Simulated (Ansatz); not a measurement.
**Al (Aluminum): further runs on the relaxed cell**

One table from this session's results is given with a row withheld; the runs are named, their logs left out.

Method: DFT PBE+D3(BJ), scalar-relativistic, plane waves, PAW, in Ansatz 0.2.0.

1 further run of the same task is left out (set aside as unsound or not needed).

## The structure to begin with

It takes space group Fm-3m (No. 225, cubic). Conventional cell: a = 3.983 Å, b = 3.983 Å, c = 3.983 Å, α = 90.00°, β = 90.00°, γ = 90.00°. Around Al (site symmetry m-3m) lie 12 Al at 2.82 Å.

Structure file:

```
Al
1.0
     0.00000    1.99137    1.99137
     1.99137    0.00000    1.99137
     1.99137    1.99137    0.00000
Al
1
Direct
  0.00000 0.00000 0.00000
```

This cell was relaxed beforehand with the same method: volume 15.79 Å³/atom, gap on the mesh none (metal).

Set-up of the first run:

File input.yaml:

```yaml
crystal:
  lattice:
    - [0.0, 1.9913663546, 1.9913663546]
    - [1.9913663546, 0.0, 1.9913663546]
    - [1.9913663546, 1.9913663546, 0.0]
  atoms:
    - { symbol: Al, position: [0.0, 0.0, 0.0] }
basis:
  ecutwfc: 420
kpoints:
  mp_grid: { grid: [18, 18, 18] }
  band_path:
    path:
      - [[0.0, 0.0, 0.0], [0.5, 0.0, 0.5], [0.625, 0.25, 0.625]]
      - [[0.375, 0.375, 0.75], [0.0, 0.0, 0.0], [0.5, 0.5, 0.5], [0.5, 0.25, 0.75], [0.5, 0.0, 0.5]]
    npoints: 14
hamiltonian:
  xc: pbe
  dispersion: d3bj
scf:
  occupations: { method: gaussian, width: 0.1 }
  n_extra_bands: 6
output:
  forces: true
  stress: true
  eigenvalues: true
  populations: true
  dos: { projected: true, de: 0.02, nscf_kmesh: { grid: [27, 27, 27] } }
  bader: true
  write_density: true
  write_potential: true
  elf: true
  volumetric_format: npy
```

Started as:

```bash
$ ansatz run input.yaml --threads 1 --pin off --max-ram 2560MiB --backend cpu --events-out ev --progress --plain --runs-dir out
```

Steps of the session up to this table: Electronic structure at the relaxed geometry; Back to the database's cell; Volume × 0.97; Point at V/V0 = 1.03; The cell scaled to 0.94 of its volume; Point at V/V0 = 1.06; The cell scaled to 0.91 of its volume; The cell scaled to 1.10 of its volume; Point at V/V0 = 0.88.

One table of the session follows, with a row left open; its other results are not shown here.

It belongs to the step «Energy against volume». 

```
volume (Å³/atom)  energy above the lowest point (meV/atom)  pressure (GPa)
          13.898                                      76.1           14.62
          14.372                                      40.0            9.98
          14.846                                         ?               ?
          15.320                                       3.8            2.75
          15.794                                       0.0           -0.03
          16.267                                       3.7           -2.37
          16.741                                      13.6           -4.36
          17.373                                      35.2           -6.59
```

Q: Estimate the row for volume (Å³/atom) = 14.846 from the others.

Worked estimate for «energy above the lowest point (meV/atom)». A straight line through the neighbours (14.372, 40.0) and (15.320, 3.8) gives 40.0 + (3.8 − 40.0) × (14.846 − 14.372) / (15.320 − 14.372) = 21.9; a parabola fitted to 4 rows on both sides gives 16.5.

As computed: energy above the lowest point (meV/atom): 16.6; pressure (GPa): 6.06. In «energy above the lowest point (meV/atom)» the line misses by +5.3 and the parabola by -0.1.
